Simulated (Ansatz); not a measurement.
**ScHg: a trigonal deformation path**

An exercise on one series of results from a longer session: the logs are not shown, and one member is left open.

Method: DFT PBEsol, scalar-relativistic, plane waves, PAW, in Ansatz 0.2.0.

## The starting structure

It takes space group Pm-3m (No. 221, cubic). Conventional cell: a = 3.480 Å, b = 3.480 Å, c = 3.480 Å, α = 90.00°, β = 90.00°, γ = 90.00°. Sc (site symmetry m-3m) has 8 Hg at 3.01 Å in its first shell of neighbours. Around Hg (site symmetry m-3m) lie 8 Sc at 3.01 Å.

Structure file:

```cif
data_structure
_symmetry_space_group_name_H-M 'Pm-3m'
_symmetry_Int_Tables_number 221
_cell_length_a 3.4800
_cell_length_b 3.4800
_cell_length_c 3.4800
_cell_angle_alpha 90.000
_cell_angle_beta 90.000
_cell_angle_gamma 90.000
_cell_volume 42.14
loop_
_atom_site_label
_atom_site_type_symbol
_atom_site_symmetry_multiplicity
_atom_site_Wyckoff_symbol
_atom_site_fract_x
_atom_site_fract_y
_atom_site_fract_z
_atom_site_occupancy
Sc1 Sc 1 b 0.50000 0.50000 0.50000 1
Hg1 Hg 1 a 0.00000 0.00000 0.00000 1
```

The cell is taken as given, not relaxed at this level.

## The reference cell

The reference gives a free energy of -15780.4776 eV, pressure -0.93 GPa, largest force 0.000 eV/Å and gap on the mesh none (metal). It was computed beforehand with the settings of the runs below.

Set-up of the first run:

At fixed volume and fractional coordinates, lengths along (0.577, 0.577, 0.577) are scaled against those across it; ρ is that ratio over its starting value.

The input, input.yaml:

```yaml
crystal:
  lattice:
    - [3.6537710447, -0.7307542089, -0.7307542089]
    - [-0.7307542089, 3.6537710447, -0.7307542089]
    - [-0.7307542089, -0.7307542089, 3.6537710447]
  atoms:
    - { symbol: Sc, position: [0.5, 0.5, 0.5] }
    - { symbol: Hg, position: [0.0, 0.0, 0.0] }
basis:
  ecutwfc: 420
kpoints:
  mp_grid: { grid: [16, 16, 16] }
hamiltonian:
  xc: pbesol
scf:
  occupations: { method: gaussian, width: 0.15 }
output:
  forces: true
  stress: true
  eigenvalues: true
```

Started as:

```console
ansatz run input.yaml --threads 1 --pin off --max-ram 2560MiB --backend cpu --events-out ev --progress --plain --runs-dir out
```

Among the steps run: ρ = 0.500; ρ = 2.000; At ρ = 0.710; ρ = 1.410; ρ = 0.600; ρ = 0.850; At ρ = 1.200; At ρ = 1.700; ρ = 0.930; At ρ = 1.080.

One table of the session follows, with a row left open; its other results are not shown here.

Collected from the runs (energy zero: the undisturbed cell):

| ρ | ΔE (meV/atom) | pressure (GPa) |
| --- | --- | --- |
| 0.500 | 5780.2 | 93.1 |
| 0.600 | 2351.0 | 36.7 |
| 0.710 | 857.2 | 13.6 |
| 0.850 | ? | ? |
| 0.930 | 27.0 | -0.4 |
| 1.000 | 0.0 | -0.9 |
| 1.080 | 23.2 | -0.5 |
| 1.200 | 104.4 | 1.4 |
| 1.410 | 245.2 | 5.5 |
| 1.700 | 353.3 | 8.9 |
| 2.000 | 408.4 | 10.0 |

Q: Estimate the row for ρ = 0.850 from the others.

Worked estimate for «ΔE (meV/atom)». A straight line through the neighbours (0.710, 857.2) and (0.930, 27.0) gives 857.2 + (27.0 − 857.2) × (0.850 − 0.710) / (0.930 − 0.710) = 328.9; a parabola fitted to 4 rows on both sides gives 21.3.

The run gave: ΔE (meV/atom): 154.9; pressure (GPa): 1.9. In «ΔE (meV/atom)» the line misses by +174.0 and the parabola by -133.6.
